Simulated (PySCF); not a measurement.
**GaH3Se (SMILES [GaH2][SeH]): a chain of runs**

Aim: a saddle-point search (PBEsol-D4/6-31G), then the energy, then the energy (MP2/ma-def2-TZVP), then the energy of GaH3Se. Input form: a Python script.

Program for the calculation: PySCF 2.14.0.

2 further runs of the same task are left out: 2 for a faulty analytic Hessian.

## 1. The structure to begin with

GaH3Se has 5 atoms, charge 0, and is taken as a singlet. As SMILES, `[GaH2][SeH]`. The run starts from this shape.

Bond lengths: Ga1–Se2 2.322 Å, Ga1–H3 1.560 Å, Ga1–H4 1.560 Å, Se2–H5 1.468 Å. Angles: Ga1–Se2–H5 93.6°, Se2–Ga1–H3 118.4°, Se2–Ga1–H4 115.1°, H3–Ga1–H4 126.5°.

## 2. A transition-state search at PBEsol-D4/6-31G (run 1)

Input file geometry.xyz:

```xyz
5
GaH3Se
Ga    -0.491300    -0.510600    -0.176500
Se     0.747000     1.439100    -0.414500
H     -2.038480    -0.391237    -0.016705
H      0.340875    -1.829889    -0.194847
H      1.545600     1.188600     0.791900
```

Input file run.py:

```python
from pyscf import gto, dft
from pyscf.geomopt.geometric_solver import kernel as optimise

molecule = gto.M(
    atom='geometry.xyz',
    max_memory=1860,
    charge=0,
    verbose=3,
    basis='6-31g',
    spin=0,
)

ks = dft.RKS(molecule)
ks.xc = 'pbesol'
ks.disp = 'd4'
converged, mol_eq = optimise(ks, maxsteps=60, transition=True, hessian=True)
print('converged:', converged)
print(mol_eq.tostring())

ks.reset(mol_eq)
molecule = mol_eq
ks.kernel()
energy = ks.e_tot
print('E = %.10f Eh' % energy)
```

On the command line:

```console
$ OMP_NUM_THREADS=1 python run.py
```

Output:

```text
converged SCF energy = -4323.7429672709

WARN: DFTD4 does not support analytical Hessian, using finite difference.

WARN: Mole.unit (angstrom) is changed to Bohr

[... 49 lines left out ...]
converged SCF energy = -4323.74296727071
[... 20 lines left out ...]
Zero-point vibrational energy:                                   12.5326 kcal/mol
[... 42 lines left out ...]
converged SCF energy = -4323.74473299419
[... 87 lines left out ...]
converged SCF energy = -4323.74689157204
[... 89 lines left out ...]
converged SCF energy = -4323.74527389138
[... 87 lines left out ...]
converged SCF energy = -4323.74169223908
[... 87 lines left out ...]
converged SCF energy = -4323.74008119481
[... 89 lines left out ...]
converged SCF energy = -4323.74007281143
[... 79 lines left out ...]
Converged! =D
[... 1 line left out ...]
converged: True
Ga         -0.56316236       -0.33592127       -0.19574099
Se          0.09118454        1.95273918       -0.61595498
H          -2.02429504       -0.59638003        0.31807278
H           0.48664981       -1.46401132       -0.49904116
H           0.59734131        2.08688830        0.79786991
converged SCF energy = -4323.740073181
E = -4323.7400731810 Eh
```

Wall time 4.8 min (1 thread of Arm Neoverse V2, shared host); peak memory 0.85 GiB.

Step by step:

```
step  energy from the first frame kept (eV)  largest force (eV/Å)
   0                                 0.0000                1.1982
   2                                -0.0480                0.6561
   4                                -0.1119                0.3222
   6                                -0.1068                0.2980
   8                                -0.0929                0.2980
  10                                -0.0628                0.2833
  12                                -0.0102                0.2480
  14                                 0.0347                0.1898
  16                                 0.0650                0.1117
  18                                 0.0785                0.0188
  20                                 0.0787                0.0069
  22                                 0.0788                0.0040
  24                                 0.0788                0.0040
  25                                 0.0788                0.0080
```

After the run. Bond lengths: Ga1–Se2 2.417 Å, Ga1–H3 1.571 Å, Ga1–H4 1.571 Å, Se2–H5 1.508 Å. Angles: Ga1–Se2–H5 90.7°, Se2–Ga1–H3 117.8°, Se2–Ga1–H4 117.7°, H3–Ga1–H4 124.5°.

## 3. A single-point energy at PBEsol-D4/6-31G (run 4)

Input file input.xyz:

```xyz
5
GaH3Se
Ga    -0.491300    -0.510600    -0.176500
Se     0.747000     1.439100    -0.414500
H     -0.183900    -1.440400     1.037800
H     -1.567500    -0.750300    -1.280000
H      1.545600     1.188600     0.791900
```

Input file run.py:

```python
# [GaH2][SeH]
from pyscf import gto, dft

mol = gto.M(
    atom='input.xyz',
    charge=0,
    verbose=4,
    max_memory=1860,
    spin=0,
    basis='6-31g',
)

mf = dft.RKS(mol)
mf.xc = 'pbesol'
mf.disp = 'd4'
mf.kernel()

e_final = mf.e_tot
print('Final energy', e_final)
```

On the command line:

```console
$ OMP_NUM_THREADS=1 python run.py
```

Output:

```text
PySCF version 2.14.0

[INPUT] num. atoms = 5
[INPUT] num. electrons = 68
[INPUT] charge = 0
[INPUT] spin (= nelec alpha-beta = 2S) = 0
[INPUT] symmetry False subgroup None
[INPUT] Mole.unit = angstrom
[INPUT] Symbol           X                Y                Z      unit          X                Y                Z       unit  Magmom
[INPUT]  1 Ga    -0.491300000000  -0.510600000000  -0.176500000000 AA   -0.928422444999  -0.964894159203  -0.333536660986 Bohr   0.0
[INPUT]  2 Se     0.747000000000   1.439100000000  -0.414500000000 AA    1.411625415050   2.719504865862  -0.783291478632 Bohr   0.0
[INPUT]  3 H     -0.183900000000  -1.440400000000   1.037800000000 AA   -0.347520634308  -2.721961509824   1.961157772074 Bohr   0.0
[INPUT]  4 H     -1.567500000000  -0.750300000000  -1.280000000000 AA   -2.962145700256  -1.417861511261  -2.418849439443 Bohr   0.0
[INPUT]  5 H      1.545600000000   1.188600000000   0.791900000000 AA    2.920760698128   2.246128471658   1.496474118043 Bohr   0.0

nuclear repulsion = 290.598761426786
number of shells = 28
number of NR pGTOs = 192
number of NR cGTOs = 60
basis = 6-31g
ecp = {}

******** <class 'pyscf.dft.rks.RKS'> ********
method = RKS
initial guess = minao
damping factor = 0
level_shift factor = 0
DIIS = <class 'pyscf.scf.diis.CDIIS'>
diis_start_cycle = 1
diis_space = 8
diis_damp = 0
SCF conv_tol = 1e-09
SCF conv_tol_grad = None
SCF max_cycles = 50
direct_scf = True
direct_scf_tol = 1e-13
XC library pyscf.dft.libxc version 7.0.0
    S. Lehtola, C. Steigemann, M. J.T. Oliveira, and M. A.L. Marques.,  SoftwareX 7, 1–5 (2018)
XC functionals = pbesol
    J. P. Perdew, A. Ruzsinszky, G. I. Csonka, O. A. Vydrov, G. E. Scuseria, L. A. Constantin, X. Zhou, and K. Burke.,  Phys. Rev. Lett. 100, 136406 (2008)
    J. P. Perdew, A. Ruzsinszky, G. I. Csonka, O. A. Vydrov, G. E. Scuseria, L. A. Constantin, X. Zhou, and K. Burke.,  Phys. Rev. Lett. 100, 136406 (2008)
radial grids:
    Treutler-Ahlrichs [JCP 102, 346 (1995); DOI:10.1063/1.469408] (M4) radial grids

becke partition: Becke, JCP 88, 2547 (1988); DOI:10.1063/1.454033
pruning grids: <function nwchem_prune>
grids dens level: 3
symmetrized grids: False
atomic radii adjust function: <function treutler_atomic_radii_adjust>
small_rho_cutoff = 0
Set gradient conv threshold to 3.16228e-05
Initial guess from minao.
tot grids = 70752
Calc dispersion correction with DFTD4.
Parameters: xc=pbesol, atm=True
init E= -4322.38670943017
  HOMO = -0.288742555203424  LUMO = -0.103711409450208  gap/eV = 5.03495
cycle= 1 E= -4323.72405957492  delta_E= -1.34  |g|= 0.313  |ddm|= 2.26
  HOMO = -0.183618613211588  LUMO = -0.0852058837656351  gap/eV = 2.67795
cycle= 2 E= -4323.60246529312  delta_E= 0.122  |g|= 0.659  |ddm|= 1.55
  HOMO = -0.237326517538403  LUMO = -0.0791533685685759  gap/eV = 4.30411
cycle= 3 E= -4323.75331072024  delta_E= -0.151  |g|= 0.0603  |ddm|= 1.15
  HOMO = -0.228869965232191  LUMO = -0.0867204250141462  gap/eV = 3.86809
cycle= 4 E= -4323.75559043292  delta_E= -0.00228  |g|= 0.0171  |ddm|=  0.2
  HOMO = -0.23073106358988  LUMO = -0.0866657244223541  gap/eV = 3.92022
cycle= 5 E= -4323.75574452958  delta_E= -0.000154  |g|= 0.00327  |ddm|= 0.0402
  HOMO = -0.231036218862105  LUMO = -0.0866353473679138  gap/eV = 3.92935
cycle= 6 E= -4323.75574992478  delta_E= -5.4e-06  |g|= 0.000687  |ddm|= 0.00761
  HOMO = -0.230987411005997  LUMO = -0.0865406792760575  gap/eV = 3.93060
cycle= 7 E= -4323.75575007484  delta_E= -1.5e-07  |g|= 0.000285  |ddm|= 0.00141
  HOMO = -0.231006026357242  LUMO = -0.0865368631445094  gap/eV = 3.93121
cycle= 8 E= -4323.75575008756  delta_E= -1.27e-08  |g|= 2.88e-05  |ddm|= 0.000251
  HOMO = -0.231011966831829  LUMO = -0.0865406704114151  gap/eV = 3.93126
cycle= 9 E= -4323.75575008794  delta_E= -3.76e-10  |g|= 6.79e-06  |ddm|= 6.74e-05
  HOMO = -0.231013637630606  LUMO = -0.086539860296817  gap/eV = 3.93133
Extra cycle  E= -4323.75575008791  delta_E= 2.55e-11  |g|= 1.07e-05  |ddm|= 3.61e-05
converged SCF energy = -4323.75575008791
Final energy -4323.755750087912
```

Run time: 4.2 s. Hardware: 1 thread of Arm Neoverse V2, shared host; peak memory 0.3 GiB.

## 4. The energy at MP2/ma-def2-TZVP (SS(V)PE water) (run 5)

Input file calc.py:

```python
# [GaH2][SeH]
from pyscf import gto, scf, mp, solvent

molecule = gto.Mole()
molecule.atom = '''
Ga  -0.563162  -0.335921  -0.195741
Se   0.091185   1.952739  -0.615955
H   -2.024295  -0.596380   0.318073
H    0.486650  -1.464011  -0.499041
H    0.597341   2.086888   0.797870
'''
molecule.basis = 'ma-def2-tzvp'
molecule.verbose = 3
molecule.spin = 0
molecule.max_memory = 1860
molecule.build()

myscf = scf.RHF(molecule)
myscf = myscf.PCM()
myscf.with_solvent.method = 'SS(V)PE'
myscf.with_solvent.eps = 78.3553
myscf.kernel()

pt = mp.MP2(myscf).run()
e_final = pt.e_tot
print('E = %.10f Eh' % e_final)
```

On the command line:

```console
$ OMP_NUM_THREADS=1 python calc.py
```

Output:

```text
WARN: PCM is an experimental feature. It is still in testing.
Features and APIs may be changed in the future.

converged SCF energy = -4324.86466585758
E(RMP2) = -4325.58638596118  E_corr = -0.721720103598005
E(SCS-RMP2) = -4325.54065782109  E_corr = -0.675991963509777
E = -4325.5863859612 Eh
```

Wall time 18 s (1 thread of Arm Neoverse V2, shared host); peak memory 0.62 GiB.

## 5. The energy at MP2/ma-def2-TZVP (SS(V)PE water) (run 6)

Input file calc.py:

```python
from pyscf import gto, mp, solvent

mol = gto.Mole()
mol.atom = '''
Ga  -0.491300  -0.510600  -0.176500
Se   0.747000   1.439100  -0.414500
H   -0.183900  -1.440400   1.037800
H   -1.567500  -0.750300  -1.280000
H    1.545600   1.188600   0.791900
'''
mol.verbose = 3
mol.max_memory = 1860
mol.basis = 'ma-def2-tzvp'
mol.build()

hf = mol.RHF()
hf = hf.PCM()
hf.with_solvent.method = 'SS(V)PE'
hf.with_solvent.eps = 78.3553
hf.kernel()

pt = mp.MP2(hf).run()
e_tot = pt.e_tot
print('E(%s) = %.9f' % ('MP2', e_tot))
```

On the command line:

```console
$ OMP_NUM_THREADS=1 python calc.py
```

Output:

```text
WARN: PCM is an experimental feature. It is still in testing.
Features and APIs may be changed in the future.

converged SCF energy = -4324.8733782648
E(RMP2) = -4325.59809373204  E_corr = -0.724715467242801
E(SCS-RMP2) = -4325.55146159162  E_corr = -0.678083326818839
E(MP2) = -4325.598093732
```

Run time: 18 s. Hardware: 1 thread of Arm Neoverse V2, shared host; peak memory 0.63 GiB.

## 6. Outcome

| quantity | value |
| --- | --- |
| run 1, PBEsol-D4/6-31G: total energy at the end | -4323.74007 Eh |
| run 1, PBEsol-D4/6-31G: dipole moment | 1.97 D |
| run 1, PBEsol-D4/6-31G: HOMO energy | -5.44 eV |
| run 1, PBEsol-D4/6-31G: LUMO energy | -2.97 eV |
| run 1, PBEsol-D4/6-31G: HOMO–LUMO gap | 2.47 eV |
| run 1, PBEsol-D4/6-31G: dispersion energy | -2.70 kJ/mol |
| run 4, PBEsol-D4/6-31G: total energy | -4323.75575 Eh |
| run 4, PBEsol-D4/6-31G: dipole moment | 1.31 D |
| run 4, PBEsol-D4/6-31G: HOMO energy | -6.29 eV |
| run 4, PBEsol-D4/6-31G: LUMO energy | -2.35 eV |
| run 4, PBEsol-D4/6-31G: HOMO–LUMO gap | 3.93 eV |
| run 4, PBEsol-D4/6-31G: dispersion energy | -2.72 kJ/mol |
| run 5, MP2/ma-def2-TZVP: total energy | -4325.58639 Eh |
| run 5, MP2/ma-def2-TZVP: dipole moment (Hartree–Fock density) | 2.47 D |
| run 5, MP2/ma-def2-TZVP: HOMO energy (Hartree–Fock orbitals) | -9.29 eV |
| run 5, MP2/ma-def2-TZVP: LUMO energy (Hartree–Fock orbitals) | 0.93 eV |
| run 5, MP2/ma-def2-TZVP: HOMO–LUMO gap (Hartree–Fock orbitals) | 10.22 eV |
| run 5, MP2/ma-def2-TZVP: correlation energy | -721.7 mEh |
| run 5, MP2/ma-def2-TZVP: solvent term in the energy | -33.7 kJ/mol |
| run 6, MP2/ma-def2-TZVP: total energy | -4325.59809 Eh |
| run 6, MP2/ma-def2-TZVP: dipole moment (Hartree–Fock density) | 1.91 D |
| run 6, MP2/ma-def2-TZVP: HOMO energy (Hartree–Fock orbitals) | -9.70 eV |
| run 6, MP2/ma-def2-TZVP: LUMO energy (Hartree–Fock orbitals) | 1.09 eV |
| run 6, MP2/ma-def2-TZVP: HOMO–LUMO gap (Hartree–Fock orbitals) | 10.79 eV |
| run 6, MP2/ma-def2-TZVP: correlation energy | -724.7 mEh |
| run 6, MP2/ma-def2-TZVP: solvent term in the energy | -21.3 kJ/mol |

Mulliken charges (run 1, PBEsol-D4/6-31G) run from -0.16 on Se2 to +0.18 on Ga1. Mulliken charges (run 4, PBEsol-D4/6-31G) run from -0.07 on Se2 to +0.06 on Ga1. Mulliken charges (run 5, MP2/ma-def2-TZVP) of the mean-field density run from -0.53 on Se2 to +0.66 on Ga1. Mulliken charges (run 6, MP2/ma-def2-TZVP) of the mean-field density run from -0.46 on Se2 to +0.60 on Ga1.
